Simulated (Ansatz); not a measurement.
# C3H11FSi2: rotation by 120° about the C2–Si5 bond, part 1 of 3

Wanted: the energy profile along the rotation by 120° about the C2–Si5 bond, from relaxed end points and a band of images. SMILES of the start: CC(C)(F)[SiH2][SiH3].

Program: Ansatz 0.2.0. Level of theory: RKS B3LYP-D4/6-31G*. These are calculated values, not measurements.

## 1. Starting point

Bond lengths (14 of 16 bonds, heavy atoms first): C1–C2 1.495 Å, C2–C3 1.511 Å, C2–F4 1.357 Å, C2–Si5 1.899 Å, Si5–Si6 2.321 Å, C1–H7 1.072 Å, C1–H8 1.087 Å, C1–H9 1.168 Å, C3–H10 1.076 Å, C3–H11 1.133 Å, C3–H12 1.084 Å, Si5–H13 1.451 Å, Si5–H14 1.449 Å, Si6–H15 1.492 Å. Angles (14 of 30 angles, heavy atoms first): C1–C2–C3 106.3°, C1–C2–F4 111.2°, C1–C2–Si5 115.0°, C3–C2–F4 105.6°, C3–C2–Si5 113.3°, F4–C2–Si5 105.1°, C2–Si5–Si6 109.1°, C2–C1–H7 112.3°, C2–C1–H8 113.1°, C2–C1–H9 108.3°, C2–C3–H10 114.3°, C2–C3–H11 110.6°, C2–C3–H12 112.9°, C2–Si5–H13 110.7°.

The coordinates stand in the first input below.

## 2. End point A

input.yaml

```yaml
crystal:
  periodic: [false, false, false]
  atoms:
    - { symbol: C, position_ang: [-1.2731, -1.1255, -0.2199] }
    - { symbol: C, position_ang: [-0.0205, -0.6501, 0.4438] }
    - { symbol: C, position_ang: [0.8004, -1.8852, 0.7345] }
    - { symbol: F, position_ang: [-0.286, -0.0946, 1.6531] }
    - { symbol: Si, position_ang: [0.9393, 0.6812, -0.5122] }
    - { symbol: Si, position_ang: [-0.2447, 2.6756, -0.4299] }
    - { symbol: H, position_ang: [-1.8239, -1.8107, 0.3927] }
    - { symbol: H, position_ang: [-1.1047, -1.5116, -1.2222] }
    - { symbol: H, position_ang: [-2.0032, -0.2186, -0.3162] }
    - { symbol: H, position_ang: [1.1525, -2.3993, -0.1423] }
    - { symbol: H, position_ang: [1.7187, -1.6205, 1.3431] }
    - { symbol: H, position_ang: [0.2904, -2.5887, 1.3826] }
    - { symbol: H, position_ang: [2.2436, 0.9015, 0.0847] }
    - { symbol: H, position_ang: [1.1154, 0.2596, -1.8878] }
    - { symbol: H, position_ang: [-1.603, 2.4483, -1.0032] }
    - { symbol: H, position_ang: [0.4535, 3.7347, -1.2191] }
    - { symbol: H, position_ang: [-0.3736, 3.2033, 0.9587] }
basis:
  gaussian: { orbitals: "6-31G*" }
hamiltonian:
  xc: b3lyp
  dispersion: d4
relax:
  f_tol: 0.015
  max_steps: 40
output:
  orbitals: {}
```

Started as:

```console
> ansatz run input.yaml --threads 2 --pin off --max-ram 3072MiB --backend cpu --events-out ev --progress --plain --runs-dir out
```

What it wrote:

```text
Warning: RAYON_NUM_THREADS=2 ignored (pool sized by the plan → 2); use --threads N
The last accepted step is kept in <dir> (removed where the run ends without a failure and the disk answers)
Engine: ansatz 0.2.0, aarch64-unknown-linux-gnu
Functional definition: B3LYP
  parameter a0 = 0.2
  parameter ax = 0.72
  parameter ac = 0.81
  exchange = (1 - a0 - ax)*slater_x + ax*b88_x + a0*exact_x
  correlation = (1 - ac)*vwn_rpa_c + ac*lyp_c
1353 factors; integrals over basis functions are off by at most 7.2e-4 eV
mean field evaluation 1: about -21756.2994 eV, gradient 5.0e1 eV
mean field evaluation 2: about -21754.1081 eV, gradient 5.7e1 eV
mean field evaluation 4: about -21762.2219 eV, gradient 2.7e0 eV
mean field evaluation 8: about -21762.2550 eV, gradient 1.8e-1 eV
mean field evaluation 16: about -21762.2550 eV, gradient 2.7e-5 eV
mean field -21762.25501204 eV, -799.7481207063 hartree, gradient 2.7e-5 eV, S^2 0.000000; 0 other end points of the search recorded, 0 dependent functions left out
the calculation of the forces begins
reference -21762.25529030 eV, -799.7481309322 hartree; 33, 33 occupied and 87, 87 virtual orbitals, 1353 factors
relax step   1: F+E_penalty+E_count = -21762.91195621 eV  Δ(F+E_penalty+E_count) = +0.000e0 eV  max|allowed force component| = 2.997e0 eV/Å  Δτ_max = 0.0000 Å  (26 SCF iters, accepted)
these checks for a lower state are left out or cut short: starts, cluster_reference, orbital_swaps, neighbouring_geometries, increment
1353 factors; integrals over basis functions are off by at most 7.3e-4 eV
mean field -21762.58606621 eV, -799.7602867226 hartree, gradient 7.9e-6 eV, S^2 0.000000; 0 other end points of the search recorded, 0 dependent functions left out
the calculation of the forces begins
reference -21762.58634409 eV, -799.7602969346 hartree; 33, 33 occupied and 87, 87 virtual orbitals, 1353 factors
relax step   2: F+E_penalty+E_count = -21763.24009713 eV  Δ(F+E_penalty+E_count) = -3.281e-1 eV  max|allowed force component| = 9.554e-1 eV/Å  Δτ_max = 0.0995 Å  (28 SCF iters, accepted)
these checks for a lower state are left out or cut short: starts, cluster_reference, orbital_swaps, neighbouring_geometries, increment
1353 factors; integrals over basis functions are off by at most 7.3e-4 eV
mean field -21762.64125354 eV, -799.7623148194 hartree, gradient 2.7e-5 eV, S^2 0.000000; 0 other end points of the search recorded, 0 dependent functions left out
the calculation of the forces begins
reference -21762.64153145 eV, -799.7623250324 hartree; 33, 33 occupied and 87, 87 virtual orbitals, 1353 factors
relax step   3: F+E_penalty+E_count = -21763.28950018 eV  Δ(F+E_penalty+E_count) = -4.940e-2 eV  max|allowed force component| = 2.821e-1 eV/Å  Δτ_max = 0.0752 Å  (26 SCF iters, accepted)
these checks for a lower state are left out or cut short: starts, cluster_reference, orbital_swaps, neighbouring_geometries, increment
1353 factors; integrals over basis functions are off by at most 7.3e-4 eV
mean field evaluation 32: about -21762.6215 eV, gradient 9.3e-1 eV
mean field -21762.64582454 eV, -799.7624828005 hartree, gradient 2.5e-5 eV, S^2 0.000000; 0 other end points of the search recorded, 0 dependent functions left out
the calculation of the forces begins
reference -21762.64610256 eV, -799.7624930179 hartree; 33, 33 occupied and 87, 87 virtual orbitals, 1353 factors
relax step   4: F+E_penalty+E_count = -21763.29599156 eV  Δ(F+E_penalty+E_count) = -6.491e-3 eV  max|allowed force component| = 1.234e-1 eV/Å  Δτ_max = 0.0259 Å  (28 SCF iters, accepted)
these checks for a lower state are left out or cut short: starts, cluster_reference, orbital_swaps, neighbouring_geometries, increment
1353 factors; integrals over basis functions are off by at most 7.3e-4 eV
mean field -21762.64673886 eV, -799.7625164013 hartree, gradient 2.5e-5 eV, S^2 0.000000; 0 other end points of the search recorded, 0 dependent functions left out
the calculation of the forces begins
reference -21762.64701713 eV, -799.7625266276 hartree; 33, 33 occupied and 87, 87 virtual orbitals, 1353 factors
relax step   5: F+E_penalty+E_count = -21763.29762710 eV  Δ(F+E_penalty+E_count) = -1.636e-3 eV  max|allowed force component| = 9.315e-2 eV/Å  Δτ_max = 0.0481 Å  (27 SCF iters, accepted)
these checks for a lower state are left out or cut short: starts, cluster_reference, orbital_swaps, neighbouring_geometries, increment
1353 factors; integrals over basis functions are off by at most 7.3e-4 eV
mean field -21762.64775738 eV, -799.7625538313 hartree, gradient 2.4e-5 eV, S^2 0.000000; 0 other end points of the search recorded, 0 dependent functions left out
the calculation of the forces begins
reference -21762.64803632 eV, -799.7625640821 hartree; 33, 33 occupied and 87, 87 virtual orbitals, 1353 factors
relax step   6: F+E_penalty+E_count = -21763.29903360 eV  Δ(F+E_penalty+E_count) = -1.406e-3 eV  max|allowed force component| = 5.884e-2 eV/Å  Δτ_max = 0.0430 Å  (28 SCF iters, accepted)
these checks for a lower state are left out or cut short: starts, cluster_reference, orbital_swaps, neighbouring_geometries, increment
1353 factors; integrals over basis functions are off by at most 7.3e-4 eV
mean field -21762.64792957 eV, -799.7625601592 hartree, gradient 6.3e-6 eV, S^2 0.000000; 0 other end points of the search recorded, 0 dependent functions left out
the calculation of the forces begins
reference -21762.64820967 eV, -799.7625704527 hartree; 33, 33 occupied and 87, 87 virtual orbitals, 1353 factors
relax step   7: F+E_penalty+E_count = -21763.30012796 eV  Δ(F+E_penalty+E_count) = -1.094e-3 eV  max|allowed force component| = 7.375e-2 eV/Å  Δτ_max = 0.1305 Å  (28 SCF iters, accepted)
these checks for a lower state are left out or cut short: starts, cluster_reference, orbital_swaps, neighbouring_geometries, increment
1353 factors; integrals over basis functions are off by at most 7.3e-4 eV
mean field evaluation 64: about -21762.6489 eV, gradient 7.9e-6 eV
mean field -21762.64887494 eV, -799.7625949009 hartree, gradient 7.9e-6 eV, S^2 0.000000; 0 other end points of the search recorded, 0 dependent functions left out
the calculation of the forces begins
reference -21762.64915491 eV, -799.7626051894 hartree; 33, 33 occupied and 87, 87 virtual orbitals, 1353 factors
relax step   8: F+E_penalty+E_count = -21763.30095813 eV  Δ(F+E_penalty+E_count) = -8.302e-4 eV  max|allowed force component| = 3.951e-2 eV/Å  Δτ_max = 0.0153 Å  (24 SCF iters, accepted)
these checks for a lower state are left out or cut short: starts, cluster_reference, orbital_swaps, neighbouring_geometries, increment
1353 factors; integrals over basis functions are off by at most 7.3e-4 eV
mean field -21762.64968591 eV, -799.7626247034 hartree, gradient 1.9e-5 eV, S^2 0.000000; 0 other end points of the search recorded, 0 dependent functions left out
the calculation of the forces begins
reference -21762.64996574 eV, -799.7626349871 hartree; 33, 33 occupied and 87, 87 virtual orbitals, 1353 factors
relax step   9: F+E_penalty+E_count = -21763.30174474 eV  Δ(F+E_penalty+E_count) = -7.866e-4 eV  max|allowed force component| = 1.144e-2 eV/Å  Δτ_max = 0.0281 Å  (27 SCF iters, accepted)
these checks for a lower state are left out or cut short: starts, cluster_reference, orbital_swaps, neighbouring_geometries, increment
1353 factors; integrals over basis functions are off by at most 7.3e-4 eV
mean field -21762.64986392 eV, -799.7626312453 hartree, gradient 2.2e-5 eV, S^2 0.000000; 0 other end points of the search recorded, 0 dependent functions left out
the calculation of the forces begins
reference -21762.65014357 eV, -799.7626415222 hartree; 33, 33 occupied and 87, 87 virtual orbitals, 1353 factors
relax step  10: F+E_penalty+E_count = -21763.30215610 eV  Δ(F+E_penalty+E_count) = -4.114e-4 eV  max|allowed force component| = 3.122e-2 eV/Å  Δτ_max = 0.0851 Å  (27 SCF iters, accepted)
these checks for a lower state are left out or cut short: starts, cluster_reference, orbital_swaps, neighbouring_geometries, increment
1353 factors; integrals over basis functions are off by at most 7.3e-4 eV
mean field -21762.65013927 eV, -799.7626413641 hartree, gradient 1.7e-5 eV, S^2 0.000000; 0 other end points of the search recorded, 0 dependent functions left out
the calculation of the forces begins
reference -21762.65041870 eV, -799.7626516331 hartree; 33, 33 occupied and 87, 87 virtual orbitals, 1353 factors
relax step  11: F+E_penalty+E_count = -21763.30227038 eV  Δ(F+E_penalty+E_count) = -1.143e-4 eV  max|allowed force component| = 2.085e-2 eV/Å  Δτ_max = 0.0155 Å  (22 SCF iters, accepted)
these checks for a lower state are left out or cut short: starts, cluster_reference, orbital_swaps, neighbouring_geometries, increment
1353 factors; integrals over basis functions are off by at most 7.3e-4 eV
mean field -21762.64997841 eV, -799.7626354525 hartree, gradient 1.7e-5 eV, S^2 0.000000; 0 other end points of the search recorded, 0 dependent functions left out
the calculation of the forces begins
reference -21762.65025776 eV, -799.7626457186 hartree; 33, 33 occupied and 87, 87 virtual orbitals, 1353 factors
relax step  12: F+E_penalty+E_count = -21763.30242413 eV  Δ(F+E_penalty+E_count) = -1.537e-4 eV  max|allowed force component| = 2.645e-2 eV/Å  Δτ_max = 0.0073 Å  (22 SCF iters, accepted)
these checks for a lower state are left out or cut short: starts, cluster_reference, orbital_swaps, neighbouring_geometries, increment
1353 factors; integrals over basis functions are off by at most 7.3e-4 eV
mean field evaluation 96: about -21762.6501 eV, gradient 2.2e-5 eV
mean field -21762.65011816 eV, -799.7626405883 hartree, gradient 2.2e-5 eV, S^2 0.000000; 0 other end points of the search recorded, 0 dependent functions left out
the calculation of the forces begins
reference -21762.65039752 eV, -799.7626508546 hartree; 33, 33 occupied and 87, 87 virtual orbitals, 1353 factors
relax step  13: F+E_penalty+E_count = -21763.30246064 eV  Δ(F+E_penalty+E_count) = -3.651e-5 eV  max|allowed force component| = 1.290e-2 eV/Å  Δτ_max = 0.0069 Å  (22 SCF iters, accepted)
1353 factors; integrals over basis functions are off by at most 7.3e-4 eV
mean field -21762.65011816 eV, -799.7626405883 hartree, gradient 2.2e-5 eV, S^2 0.000000; 1 other end points of the search recorded, 0 dependent functions left out
the calculation of the forces begins
reference -21762.65039752 eV, -799.7626508546 hartree; 33, 33 occupied and 87, 87 virtual orbitals, 1353 factors
Total energy: -21763.30274000 eV, -799.7866239986 hartree
Atom 0 at    -1.301016    -1.103514    -0.302296 Å, force    -0.002210    -0.005730     0.002950 eV/Å
Atom 1 at    -0.020978    -0.676527     0.405978 Å, force     0.004410     0.012900    -0.009560 eV/Å
Atom 2 at     0.835483    -1.868706     0.813340 Å, force    -0.002630    -0.000874    -0.002187 eV/Å
Atom 3 at    -0.418122    -0.024202     1.615640 Å, force    -0.006247    -0.000005     0.007325 eV/Å
Atom 4 at     0.957344     0.680001    -0.546965 Å, force    -0.000330    -0.002951    -0.000005 eV/Å
Atom 5 at    -0.240421     2.686890    -0.367914 Å, force     0.001912    -0.000799    -0.000434 eV/Å
Atom 6 at    -1.873425    -1.782116     0.341934 Å, force    -0.003256    -0.001606    -0.000647 eV/Å
Atom 7 at    -1.070764    -1.627756    -1.236233 Å, force     0.000452     0.000910     0.001587 eV/Å
Atom 8 at    -1.936048    -0.243726    -0.538366 Å, force     0.003198     0.000404     0.000528 eV/Å
Atom 9 at     1.199523    -2.404675    -0.070508 Å, force     0.001215    -0.001968    -0.000392 eV/Å
Atom 10 at     1.700662    -1.549083     1.401734 Å, force     0.002021    -0.000530     0.001690 eV/Å
Atom 11 at     0.245078    -2.567522     1.419192 Å, force     0.001025    -0.001853     0.000345 eV/Å
Atom 12 at     2.309267     0.817698     0.063657 Å, force     0.000768     0.000286    -0.000648 eV/Å
Atom 13 at     1.138775     0.268272    -1.970426 Å, force     0.000115     0.001209    -0.000515 eV/Å
Atom 14 at    -1.679021     2.447768    -0.669635 Å, force    -0.000412    -0.000665    -0.000151 eV/Å
Atom 15 at     0.269659     3.707336    -1.326831 Å, force    -0.000095     0.000482     0.000230 eV/Å
Atom 16 at    -0.134894     3.239263     1.008098 Å, force     0.000062     0.000791    -0.000117 eV/Å
Dipole moment:     0.049872    -0.283628    -0.219104 e Å
```

It took 74 s on 2 threads of Arm Neoverse V1, shared host; peak memory 0.32 GiB.

The steps of the relaxation:

```
step  energy from step 1 (eV)  largest force component (eV/Å)
   1                   0.0000                          2.9965
   2                  -0.3281                          0.9554
   3                  -0.3775                          0.2821
   4                  -0.3840                          0.1234
   5                  -0.3857                          0.0931
   6                  -0.3871                          0.0588
   7                  -0.3882                          0.0737
   8                  -0.3890                          0.0395
   9                  -0.3898                          0.0114
  10                  -0.3902                          0.0312
  11                  -0.3903                          0.0209
  12                  -0.3905                          0.0265
  13                  -0.3905                          0.0129
```

Step 1 is the start.

After: Bond lengths (14 of 16 bonds, heavy atoms first): C1–C2 1.524 Å, C2–C3 1.523 Å, C2–F4 1.431 Å, C2–Si5 1.925 Å, Si5–Si6 2.344 Å, C1–H7 1.097 Å, C1–H8 1.095 Å, C1–H9 1.095 Å, C3–H10 1.096 Å, C3–H11 1.094 Å, C3–H12 1.097 Å, Si5–H13 1.490 Å, Si5–H14 1.493 Å, Si6–H15 1.489 Å. Angles (14 of 30 angles, heavy atoms first): C1–C2–C3 112.2°, C1–C2–F4 106.7°, C1–C2–Si5 113.2°, C3–C2–F4 106.7°, C3–C2–Si5 113.5°, F4–C2–Si5 103.8°, C2–Si5–Si6 107.8°, C2–C1–H7 109.8°, C2–C1–H8 110.7°, C2–C1–H9 111.6°, C2–C3–H10 110.7°, C2–C3–H11 111.1°, C2–C3–H12 110.1°, C2–Si5–H13 108.9°.

(Continued in part 2 of 3.)
